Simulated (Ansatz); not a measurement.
**SiF4 (SMILES F[Si](F)(F)F): HF/6-311+G(d,p)**

Aim: the electronic atomisation energy of SiF4 at HF/6-311+G**, from 3 runs. 

The results are computed with Ansatz 0.2.0.

19 further runs of the same task are left out: 2 that didn't finish, 17 set aside as unsound or not needed.

## Step 1: The structure to begin with

SiF4: 5 atoms, total charge 0, spin state singlet. As SMILES, `F[Si](F)(F)F`. Geometry: relaxed at PBE0-D4/def2-TZVP.

Bond lengths: F1–Si2 1.562 Å, Si2–F3 1.562 Å, Si2–F4 1.562 Å, Si2–F5 1.562 Å. Angles: F1–Si2–F3 109.5°, F1–Si2–F4 109.5°, F1–Si2–F5 109.5°, F3–Si2–F4 109.5°, F3–Si2–F5 109.5°, F4–Si2–F5 109.5°.

## Step 2: A single-point energy at HF/6-311+G(d,p)

Contents of input.yaml:

```yaml
crystal:
  periodic: [false, false, false]
  atoms:
    - {symbol: F, position_ang: [0.143200, -0.791930, 1.338460]}
    - {symbol: Si, position_ang: [0.000000, -0.000000, -0.000000]}
    - {symbol: F, position_ang: [-1.047100, 1.144420, 0.181750]}
    - {symbol: F, position_ang: [-0.477230, -0.967810, -1.129040]}
    - {symbol: F, position_ang: [1.381130, 0.615320, -0.391170]}
basis:
  gaussian: {orbitals: 6-311+G_st__st_-spherical.json}
hamiltonian: {xc: hf}
accuracy: high
output: {orbitals: {seedname: orbitals}}
```

The basis set 6-311+G** is read from a file made from the Basis Set Exchange's data (not shown).

Run with:

```sh
$ ansatz run input.yaml --threads 1 --pin off --max-ram 3480MiB --events-out events.jsonl --progress --plain --runs-dir runs
```

Output:

```text
Warning: RAYON_NUM_THREADS=1 ignored (pool sized by the plan → 1); use --threads N
Functional definition: HF
  name "HF"
  exchange = exact_x
  correlation = 0
2151 factors; integrals over basis functions are off by at most 1.8e-8 eV
mean field evaluation 1: about -18693.1714 eV, gradient 4.6e1 eV
mean field evaluation 2: about -18693.2316 eV, gradient 4.6e1 eV
mean field evaluation 4: about -18696.2659 eV, gradient 1.8e0 eV
mean field evaluation 8: about -18696.2816 eV, gradient 4.1e-2 eV
mean field -18696.28164001 eV, -687.0756774754 hartree, gradient 3.7e-8 eV, S^2 0.000000; 0 other end points of the search recorded, 0 dependent functions left out
reference -18696.28164001 eV, -687.0756774754 hartree; 25, 25 occupied and 93, 93 virtual orbitals, 2151 factors
Total energy: -18696.28164001 eV, -687.0756774754 hartree
```

It took 3.6 s on 1 thread of Arm Neoverse V2, shared host; peak memory 0.34 GiB.

## Step 3: The F atom, same level

Contents of molecule.yaml:

```yaml
crystal:
  periodic: [false, false, false]
  atoms:
    - symbol: F
      position_ang: [0.000000, 0.000000, 0.000000]
basis:
  gaussian:
    orbitals: 6-311+G_st__st_.json
magnetization:
  spin_polarized: true
  initial_magnetization: 1
hamiltonian:
  xc: hf
accuracy: high
```

The basis set 6-311+G** is read from a file made from the Basis Set Exchange's data (not shown).

Run with:

```sh
$ ansatz run molecule.yaml --threads 1 --pin off --max-ram 3480MiB --events-out events.jsonl --progress --plain --runs-dir runs
```

Output:

```text
Warning: RAYON_NUM_THREADS=1 ignored (pool sized by the plan → 1); use --threads N
[... 4 set-up lines as earlier in the session ...]
175 factors; integrals over basis functions are off by at most 3.7e-9 eV
mean field evaluation 1: about -2704.6408 eV, gradient 7.5e0 eV
mean field evaluation 2: about -2704.6413 eV, gradient 7.5e0 eV
mean field evaluation 4: about -2704.8055 eV, gradient 8.0e-1 eV
mean field evaluation 8: about -2704.8089 eV, gradient 3.0e-5 eV
mean field evaluation 16: about -2704.7951 eV, gradient 1.2e0 eV
mean field evaluation 32: about -2704.8088 eV, gradient 5.7e-2 eV
mean field -2704.80886906 eV, -99.3998925527 hartree, gradient 2.6e-8 eV, S^2 0.752874; 0 other end points of the search recorded, 0 dependent functions left out
reference -2704.80886906 eV, -99.3998925527 hartree; 5, 4 occupied and 17, 18 virtual orbitals, 175 factors
Total energy: -2704.80886906 eV, -99.3998925527 hartree
```

It took 0.06 s on 1 thread of Arm Neoverse V2, shared host.

## Step 4: The Si atom

Contents of in.yaml:

```yaml
basis:
  gaussian: {orbitals: 6-311+G_st__st_-spherical.json}
crystal:
  periodic: [false, false, false]
  atoms:
    - {symbol: Si, position_ang: [0.000000, 0.000000, 0.000000]}
magnetization: {spin_polarized: true, initial_magnetization: 2}
hamiltonian: {xc: hf}
accuracy: high
```

The basis set 6-311+G** is read from a file made from the Basis Set Exchange's data (not shown).

Run with:

```sh
$ ansatz run in.yaml --threads 1 --pin off --max-ram 3480MiB --events-out events.jsonl --progress --plain --runs-dir runs
```

Output:

```text
Warning: RAYON_NUM_THREADS=1 ignored (pool sized by the plan → 1); use --threads N
[... 4 set-up lines as earlier in the session ...]
230 factors; integrals over basis functions are off by at most 3.5e-9 eV
mean field evaluation 1: about -7859.8125 eV, gradient 3.9e0 eV
mean field evaluation 2: about -7859.8150 eV, gradient 3.9e0 eV
mean field evaluation 4: about -7860.0234 eV, gradient 1.3e-1 eV
mean field evaluation 8: about -7860.0229 eV, gradient 1.1e-8 eV
mean field evaluation 16: about -7860.0228 eV, gradient 9.5e-2 eV
mean field evaluation 32: about -7860.0228 eV, gradient 1.3e-1 eV
mean field -7860.02292908 eV, -288.8505149290 hartree, gradient 5.2e-8 eV, S^2 2.006094; 2 other end points of the search recorded, 0 dependent functions left out
reference -7860.02292908 eV, -288.8505149290 hartree; 8, 6 occupied and 22, 24 virtual orbitals, 230 factors
Total energy: -7860.02292908 eV, -288.8505149290 hartree
```

It took 0.14 s on 1 thread of Arm Neoverse V2, shared host.

## Step 5: What came out

Level: HF/6-311+G**.

```
                     quantity          value
       molecule: total energy  -687.07568 Eh
        molecule: HOMO energy      -18.65 eV
        molecule: LUMO energy        1.50 eV
      molecule: HOMO–LUMO gap       20.15 eV
         F atom: total energy   -99.39989 Eh
                 F atom: ⟨S²⟩          0.753
        Si atom: total energy  -288.85051 Eh
                Si atom: ⟨S²⟩          2.006
electronic atomisation energy      17.023 eV
```

Taking the molecule apart into free atoms costs 17.02 eV (1642 kJ/mol), before zero-point energy and without spin-orbit coupling. Hartree–Fock lacks the correlation of the bonding pairs, which as a rule makes this value much too low; in minimal bases other errors can mask that.
